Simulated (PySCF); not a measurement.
**Bi2O2Cl2: forces at shaken geometries**

Aim: move all atoms of relaxed Bi2O2Cl2 at random and read energies and forces. The species was built from a template and needn't be a known compound.

Computed with PySCF 2.14.0. Level: PBE, Bi def2-SVP with ECP60, O def2-SVP, Cl def2-SVP; scalar-relativistic core potentials, no spin–orbit coupling.

2 further runs of the same task are left out: 1 for a known fault of the program, 1 that didn't finish.

### 1 The system as given

6 atoms, charge 0, spin multiplicity 1.

Bond lengths: Bi1–Bi2 3.229 Å, Bi1–O3 2.138 Å, Bi1–O4 2.138 Å, Bi1–Cl5 2.501 Å, Bi2–O3 2.138 Å, Bi2–O4 2.138 Å, Bi2–Cl6 2.501 Å. Angles: Bi2–Bi1–O3 40.9°, Bi2–Bi1–O4 40.9°, Bi2–Bi1–Cl5 105.2°, O3–Bi1–O4 81.9°, O3–Bi1–Cl5 101.5°, O4–Bi1–Cl5 101.5°, Bi1–Bi2–O3 40.9°, Bi1–Bi2–O4 40.9°, Bi1–Bi2–Cl6 105.2°, O3–Bi2–O4 81.9°, O3–Bi2–Cl6 101.5°, O4–Bi2–Cl6 101.5°, Bi1–O3–Bi2 98.1°, Bi1–O4–Bi2 98.1°.

As a file:

```csv
atom,x (Å),y (Å),z (Å)
Bi1,0.0000,-0.7087,1.6146
Bi2,0.0000,-0.7087,-1.6146
O3,1.4008,-0.7125,0.0000
O4,-1.4008,-0.7125,0.0000
Cl5,0.0000,1.7049,2.2702
Cl6,0.0000,1.7049,-2.2702
```

Formal oxidation states: Bi +3. An earlier session relaxed this geometry at PBE, Bi def2-SVP with ECP60, O def2-SVP, Cl def2-SVP (singlet, point group C2v).

Its energy there is -1499.357511 Eh.

### 2 Atoms moved at random, σ = 0.1 Å

run.py (the lines that set the calculation) reads:

```python
mol = gto.M(atom='''
Bi    -0.12089    -0.70873     1.65541
Bi     0.07469    -0.91223    -1.55072
O      1.51357    -0.60785     0.03547
O     -1.31810    -0.68797     0.02135
Cl    -0.11200     1.76220     2.19646
Cl    -0.03726     1.72181    -2.35799''',
    basis={'Bi': 'def2-SVP', 'O': 'def2-SVP', 'Cl': 'def2-SVP'},
    ecp={'Bi': 'def2-SVP'},
    charge=0, spin=0)
mf = dft.RKS(mol, xc='PBE')
mf.grids.atom_grid = (50, 194)
mf = mf.density_fit()  # fitting sets: Bi def2-universal-JKFIT, O def2-universal-JKFIT, Cl def2-universal-JKFIT
mf.conv_tol = 1e-08; mf.max_cycle = 55
mf.kernel(dm0)  # dm0: the density of the relaxed state
```

The run is started by

```console
$ OMP_NUM_THREADS=2 python run.py
```

### 3 Atoms moved at random, σ = 0.03 Å

run.py (the lines that set the calculation) reads:

```python
mol = gto.M(atom='''
Bi    -0.03630    -0.73782     1.58689
Bi    -0.00840    -0.73580    -1.61838
O      1.37301    -0.67530     0.03473
O     -1.39510    -0.74501     0.00234
Cl     0.01761     1.69304     2.23823
Cl     0.04917     1.76812    -2.24381''',
    basis={'Bi': 'def2-SVP', 'O': 'def2-SVP', 'Cl': 'def2-SVP'},
    ecp={'Bi': 'def2-SVP'},
    charge=0, spin=0)
mf = dft.RKS(mol, xc='PBE')
mf.grids.atom_grid = (50, 194)
mf = mf.density_fit()  # fitting sets: Bi def2-universal-JKFIT, O def2-universal-JKFIT, Cl def2-universal-JKFIT
mf.conv_tol = 1e-08; mf.max_cycle = 55
mf.kernel(dm0)  # dm0: the density of the relaxed state
```

### 4 Atoms moved at random, σ = 0.06 Å

run.py (the lines that set the calculation) reads:

```python
mol = gto.M(atom='''
Bi    -0.00618    -0.66411     1.62667
Bi     0.06494    -0.67156    -1.66227
O      1.32401    -0.65037     0.00770
O     -1.33480    -0.80009    -0.03277
Cl     0.00029     1.62576     2.30447
Cl    -0.04825     1.72759    -2.24380''',
    basis={'Bi': 'def2-SVP', 'O': 'def2-SVP', 'Cl': 'def2-SVP'},
    ecp={'Bi': 'def2-SVP'},
    charge=0, spin=0)
mf = dft.RKS(mol, xc='PBE')
mf.grids.atom_grid = (50, 194)
mf = mf.density_fit()  # fitting sets: Bi def2-universal-JKFIT, O def2-universal-JKFIT, Cl def2-universal-JKFIT
mf.conv_tol = 1e-08; mf.max_cycle = 55
mf.kernel(dm0)  # dm0: the density of the relaxed state
```

Q: Predict the outcome of this session. Wanted: for each run, σ; energy rise; harmonic estimate −½ F·u; largest force component.

**Answer**, as computed:

| σ (Å) | energy rise (eV) | harmonic estimate −½ F·u (eV) | largest force component (eV/Å) |
| --- | --- | --- | --- |
| 0.1 | 0.598 | 0.544 | 2.20 |
| 0.03 | 0.086 | 0.084 | 1.24 |
| 0.06 | 0.193 | 0.196 | 1.84 |

Every displacement raises the energy. For a harmonic well the rise equals −½ F·u; the two differ by at most 9 % here (a move with σ = 0.1 Å), from anharmonicity, the grid and the small forces left at the relaxed point. The bases are small and lack diffuse functions. Spin–orbit coupling is left out.
